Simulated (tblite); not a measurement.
# C11H28O2Si12: the cost of one run

Computed with tblite 0.8.0 and PySCF 2.14.0 and routines of our own; the level stands in each step. Atoms count from 0.

## Step 1: The system as given

53 atoms, charge 0, multiplicity 1; geometry from: force field, distance geometry or constructed start.

## Step 2: Optimising the geometry with GFN2-xTB

The job: settings as JSON, then the geometry in Å.

```
{"job": {"kind": "relax", "xc": "GFN2-xTB", "basis": "xTB"}, "charge": 0, "multiplicity": 1}
C     -3.044500    -0.442900    -2.637300
C     -3.062600    -0.444800     2.395000
Si    -3.053300    -0.445000     0.529500
C     -3.067400     1.329200    -0.099600
Si    -3.155800     1.299400    -1.958000
C      3.046100    -0.441600    -2.638300
C      0.000100    -0.439300    -2.625400
C      1.529600    -1.307700    -0.109400
Si     1.530600    -1.321000    -1.984900
C     -1.529000    -1.311200    -0.109300
Si    -1.530000    -1.320100    -1.986600
C      3.056900    -0.449400     2.401900
Si     3.055100    -0.442000     0.533500
C      0.002200    -0.441300     2.393200
Si    -0.002200    -0.422000     0.522900
Si     1.524700    -1.324800     3.032900
Si    -1.526200    -1.323500     3.027500
C      3.065600     1.321400    -0.094400
Si     3.154200     1.302400    -1.958900
C      0.002800     1.341000    -0.098000
Si    -0.002300     1.311600    -1.966500
Si     1.535500     2.228000     0.501400
Si    -1.533000     2.231100     0.508200
O      1.573400     1.950700    -2.415500
O     -1.577100     1.957600    -2.413100
H     -3.010500    -0.406400    -3.703800
H     -3.923100    -0.986200    -2.344600
H     -3.933700    -0.955100     2.759400
H     -3.064300     0.562500     2.760200
H     -4.215700    -1.116200     0.056700
H     -3.930300     1.824500     0.290600
H     -4.307600     1.980700    -2.440800
H      3.003400    -0.405400    -3.708200
H      3.925900    -0.989800    -2.340200
H      0.001200    -0.437400    -3.696600
H      1.520700    -2.319200     0.242100
H      1.524900    -2.663000    -2.452400
H     -1.519300    -2.318900     0.242400
H     -1.524600    -2.667000    -2.448400
H      3.928300    -0.952300     2.759400
H      3.064800     0.559800     2.766000
H      4.222700    -1.122200     0.057000
H      0.004900     0.569000     2.754400
H      1.526400    -1.321200     4.446700
H      1.520900    -2.665800     2.559300
H     -1.525700    -1.319100     4.445100
H     -1.522200    -2.667400     2.556300
H      3.933600     1.826500     0.294000
H      4.307300     1.979800    -2.440800
H      1.546200     3.556000    -0.002500
H      1.532200     2.256400     1.926300
H     -1.537700     3.556600    -0.004800
H     -1.533500     2.263300     1.923300
```

Started as:

```bash
> OMP_NUM_THREADS=2 python large_run.py task.json out
```

The driver reads the jobs from task.json and runs them one after another.

Q: Estimate the wall time and peak memory of this first job on 2 threads of Arm Neoverse V1, shared host.

About 4.8 s, with a peak of 0.16 GiB.
